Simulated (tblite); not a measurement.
# C3H7BClCuOS: the cost of one run

Programs: tblite 0.8.0 and PySCF 2.14.0. All values are calculated, for the isolated system unless a continuum is named. Atoms count from 0, parts from 1.

### Step 1. Starting point

15 atoms, charge 0, multiplicity 1; geometry: rigid parts in contact. Parts: 1 = atoms 0–12, `C=CB(O)SC`, charge 0; 2 = atoms 13–14, `[Cl][Cu]`, charge 0.

### Step 2. Docking the parts with GFN2-xTB

The job: settings as JSON, then the geometry in Å.

```
{"job": {"kind": "dock", "xc": "GFN2-xTB", "basis": "xTB"}, "charge": 0, "multiplicity": 1, "parts": [{"atoms": "0-12", "charge": 0, "multiplicity": 1}, {"atoms": "13-14", "charge": 0, "multiplicity": 1}]}
C     -2.110276     0.208390    -0.920956
C     -0.883921     0.375661    -0.438030
B     -0.363251    -0.382746     0.825493
O     -1.255510    -0.925561     1.664100
S      1.413402    -0.574663     1.196394
C      2.272361     0.231055    -0.195449
H     -2.801338    -0.470170    -0.449204
H     -2.468919     0.730620    -1.794425
H     -0.229783     1.068147    -0.955795
H     -0.922530    -1.398865     2.426909
H      2.082415     1.299544    -0.171585
H      3.331316     0.040375    -0.055958
H      1.936033    -0.201787    -1.131494
Cl    -4.869936     3.109544     0.575342
Cu    -3.014488     2.276448     0.315338
```

Level: GFN2-xTB search for minima from random contacts, gas phase.

Command:

```sh
OMP_NUM_THREADS=1 python cluster_run.py task.json out
```

This one command runs all jobs of the session in turn.

**Question.** How long does this first job take on 1 thread of Intel Xeon 6975P-C, shared host?

About 47 s.
